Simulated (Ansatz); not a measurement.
# Cl4H4N2Si2: a ladder of functionals and wavefunction methods

The task here is to estimate one member of a computed series from the others.

Computed with Ansatz 0.2.0, Gaussian basis. Level: functionals in def2-TZVPP, the program's frozen cores in correlated methods.

Plan: LDA (SPW92), PBE-D4, revPBE-D4, BLYP-D4, r2SCAN-D4, B97M-V, PBE0-D4, B3LYP-D4, r2SCANh-D4, r2SCAN0-D4, HSE06-D4, BHLYP-D4, CAM-B3LYP-D4, LC-ωPBE, ωB97X-V, ωB97M-V, B2PLYP, PBE-QIDH; CCSD(T)/def2-SVP; CCSD(T)/def2-TZVPP; MP2/def2-QZVPP; extrapolation to the limit; RPA on PBE.

## The geometry

The geometry comes from an earlier relaxation with PBE0-D4 in a triple-zeta def2 set; it is a stationary point, not always the lowest conformer.

SMILES `N[Si](Cl)(Cl)[Si](N)(Cl)Cl`, 12 atoms, charge 0, spin multiplicity 1.

Atoms are counted from 1 here; the program's logs count them from 0.

Bond lengths: N1–Si2 1.693 Å, N1–H9 1.006 Å, N1–H10 1.006 Å, Si2–Cl3 2.043 Å, Si2–Cl4 2.060 Å, Si2–Si5 2.331 Å, Si5–N6 1.699 Å, Si5–Cl7 2.059 Å, Si5–Cl8 2.051 Å, N6–H11 1.008 Å, N6–H12 1.009 Å. Angles: Si2–N1–H9 121.7°, Si2–N1–H10 120.9°, H9–N1–H10 113.1°, N1–Si2–Cl3 106.8°, N1–Si2–Cl4 108.4°, N1–Si2–Si5 117.0°, Cl3–Si2–Cl4 111.2°, Cl3–Si2–Si5 109.6°, Cl4–Si2–Si5 103.9°, Si2–Si5–N6 108.4°, Si2–Si5–Cl7 109.3°, Si2–Si5–Cl8 110.6°, N6–Si5–Cl7 114.8°, N6–Si5–Cl8 106.4°, Cl7–Si5–Cl8 107.2°, Si5–N6–H11 120.4°, Si5–N6–H12 119.1°, H11–N6–H12 111.9°.

The first run:

The input, in.yaml:

```yaml
crystal:
  periodic: [false, false, false]
  atoms:
    - {symbol: N, position_ang: [-0.421439, -1.845304, 1.233384]}
    - {symbol: Si, position_ang: [-0.627197, -0.172038, 1.083505]}
    - {symbol: Cl, position_ang: [-2.573671, 0.228761, 1.555784]}
    - {symbol: Cl, position_ang: [0.663805, 0.760129, 2.390338]}
    - {symbol: Si, position_ang: [-0.113411, 0.777611, -0.981886]}
    - {symbol: N, position_ang: [1.569561, 0.708978, -1.201324]}
    - {symbol: Cl, position_ang: [-0.920719, 2.669138, -1.081067]}
    - {symbol: Cl, position_ang: [-0.942979, -0.315491, -2.506511]}
    - {symbol: H, position_ang: [0.484725, -2.275692, 1.152811]}
    - {symbol: H, position_ang: [-1.178458, -2.478481, 1.036773]}
    - {symbol: H, position_ang: [1.965401, 0.741491, -2.127988]}
    - {symbol: H, position_ang: [2.171381, 1.145698, -0.519820]}
basis:
  gaussian: {orbitals: def2-TZVPP}
hamiltonian: {xc: lda}
output: {orbitals: {seedname: orbitals}}
```

Steps of the session up to this table: LDA; PBE-D4 (GGA); revPBE-D4 (GGA); BLYP-D4 (GGA); r2SCAN-D4 (meta-GGA); B97M-V (meta-GGA); PBE0-D4 (hybrid); B3LYP-D4 (hybrid); r2SCANh-D4 (hybrid); r2SCAN0-D4 (hybrid); HSE06-D4 (hybrid); BHLYP-D4 (hybrid); CAM-B3LYP-D4 (range-separated); LC-ωPBE (range-separated); ωB97X-V (range-separated); ωB97M-V (range-separated); B2PLYP (double hybrid); PBE-QIDH (double hybrid).

One table of the session follows, with a row left open; its other results are not shown here.

It belongs to the step «Frontier levels by functional». 

| functional | HOMO (eV) | gap (eV) |
| --- | --- | --- |
| LDA (SPW92) | -6.55 | 5.01 |
| PBE-D4 | -6.39 | 5.12 |
| revPBE-D4 | -6.33 | 5.16 |
| BLYP-D4 | -6.27 | 5.21 |
| r2SCAN-D4 | -6.70 | 5.67 |
| B97M-V | -6.77 | 5.72 |
| PBE0-D4 | ? | ? |
| B3LYP-D4 | -7.48 | 6.92 |
| r2SCANh-D4 | -7.17 | 6.44 |
| r2SCAN0-D4 | -7.88 | 7.59 |
| HSE06-D4 | -7.29 | 6.48 |
| BHLYP-D4 | -8.88 | 9.49 |
| CAM-B3LYP-D4 | -9.02 | 9.73 |
| LC-ωPBE | -10.30 | 12.08 |
| ωB97X-V | -9.98 | 11.66 |
| ωB97M-V | -9.77 | 11.21 |

Q: Estimate the row for PBE0-D4 from the others.

As computed: HOMO (eV): -7.68; gap (eV): 7.25. In the column «HOMO (eV)» it lies between r2SCAN0-D4 (-7.88) and B3LYP-D4 (-7.48).
